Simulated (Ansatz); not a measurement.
# C₃H₅AlO: one species, many methods

The task here is to estimate one member of a computed series from the others.

Method: functionals in def2-TZVPP, the program's frozen cores in correlated methods; program: Ansatz 0.2.0, Gaussian basis.

The runs, in order: LDA (SPW92), PBE-D4, revPBE-D4, BLYP-D4, r2SCAN-D4, B97M-V, PBE0-D4, B3LYP-D4, r2SCANh-D4, r2SCAN0-D4, HSE06-D4, BHLYP-D4, CAM-B3LYP-D4, LC-ωPBE, ωB97X-V, ωB97M-V, B2PLYP, PBE-QIDH; CCSD(T)/def2-SVP; CCSD(T)/def2-TZVPP; MP2/def2-QZVPP; extrapolation to the limit; RPA on PBE.

**The relaxed structure**

The geometry comes from an earlier relaxation with PBE0-D4 in a triple-zeta def2 set; it is a stationary point, not always the lowest conformer.

SMILES `O=C/C=[CH]/[AlH2]`, 10 atoms, charge 0, spin multiplicity 1.

Atoms are counted from 1 here; the program's logs count them from 0.

Bond lengths: O1–C2 1.204 Å, C2–C3 1.485 Å, C2–H6 1.110 Å, C3–C4 1.340 Å, C3–H7 1.090 Å, C4–Al5 1.948 Å, C4–H8 1.091 Å, Al5–H9 1.584 Å, Al5–H10 1.586 Å. Angles: O1–C2–C3 124.2°, O1–C2–H6 120.4°, C3–C2–H6 115.4°, C2–C3–C4 122.6°, C2–C3–H7 115.6°, C4–C3–H7 121.8°, C3–C4–Al5 120.7°, C3–C4–H8 114.7°, Al5–C4–H8 124.6°, C4–Al5–H9 121.4°, C4–Al5–H10 116.3°, H9–Al5–H10 122.2°.

Set-up of the first run:

Contents of in.yaml:

```yaml
crystal:
  periodic: [false, false, false]
  atoms:
    - {symbol: O, position_ang: [-2.665130, 0.526806, 0.095227]}
    - {symbol: C, position_ang: [-1.743928, 0.728256, 0.843054]}
    - {symbol: C, position_ang: [-0.339624, 0.334839, 0.561696]}
    - {symbol: C, position_ang: [0.024081, -0.287801, -0.567964]}
    - {symbol: Al, position_ang: [1.883236, -0.778514, -0.878303]}
    - {symbol: H, position_ang: [-1.910098, 1.237446, 1.815104]}
    - {symbol: H, position_ang: [0.383818, 0.585531, 1.336941]}
    - {symbol: H, position_ang: [-0.793213, -0.482645, -1.264425]}
    - {symbol: H, position_ang: [2.332190, -1.515347, -2.206288]}
    - {symbol: H, position_ang: [2.911766, -0.399771, 0.268059]}
basis:
  gaussian: {orbitals: def2-TZVPP}
hamiltonian: {xc: lda}
output: {orbitals: {seedname: orbitals}}
```

Run with:

```console
$ ansatz run in.yaml --threads 2 --pin off --events-out ev --progress --plain --max-ram 4352MiB
```

Among the steps run: LDA; PBE-D4 (GGA); revPBE-D4 (GGA); BLYP-D4 (GGA); r2SCAN-D4 (meta-GGA); B97M-V (meta-GGA); B3LYP-D4 (hybrid); r2SCANh-D4 (hybrid); r2SCAN0-D4 (hybrid); HSE06-D4 (hybrid); BHLYP-D4 (hybrid); CAM-B3LYP-D4 (range-separated); LC-ωPBE (range-separated); ωB97X-V (range-separated); ωB97M-V (range-separated); B2PLYP (double hybrid); PBE-QIDH (double hybrid).

One of the session's tables, all rows but one given; the rest of the session is left out.

It belongs to the step «Orbital energies across the functionals». 

| functional | HOMO (eV) | LUMO (eV) | gap (eV) |
| --- | --- | --- | --- |
| LDA (SPW92) | -6.16 | -3.89 | 2.28 |
| PBE-D4 | -6.01 | -3.62 | 2.39 |
| revPBE-D4 | -5.94 | -3.52 | 2.42 |
| BLYP-D4 | -5.93 | -3.47 | 2.45 |
| r2SCAN-D4 | -6.30 | -3.48 | 2.82 |
| B97M-V | -6.49 | -3.47 | 3.02 |
| PBE0-D4 | -7.57 | -2.71 | 4.85 |
| B3LYP-D4 | -7.34 | -2.92 | 4.42 |
| r2SCANh-D4 | -6.89 | -3.14 | 3.75 |
| r2SCAN0-D4 | ? | ? | ? |
| HSE06-D4 | -7.16 | -3.09 | 4.07 |
| BHLYP-D4 | -9.08 | -1.74 | 7.33 |
| CAM-B3LYP-D4 | -9.02 | -1.64 | 7.38 |
| LC-ωPBE | -10.32 | -0.53 | 9.79 |
| ωB97X-V | -10.01 | -0.61 | 9.40 |
| ωB97M-V | -9.94 | -0.76 | 9.19 |

Q: Estimate the row for r2SCAN0-D4 from the others.

Worked estimate for «HOMO (eV)». Against the share of exact exchange, r2SCAN-D4 (0, -6.30), r2SCANh-D4 (0.1, -6.89) give a slope of -5.90 per unit share; at 0.25 the line stands at -7.77.

**Answer.** HOMO (eV): -7.78; LUMO (eV): -2.64; gap (eV): 5.13. In «HOMO (eV)» the line misses by +0.01.
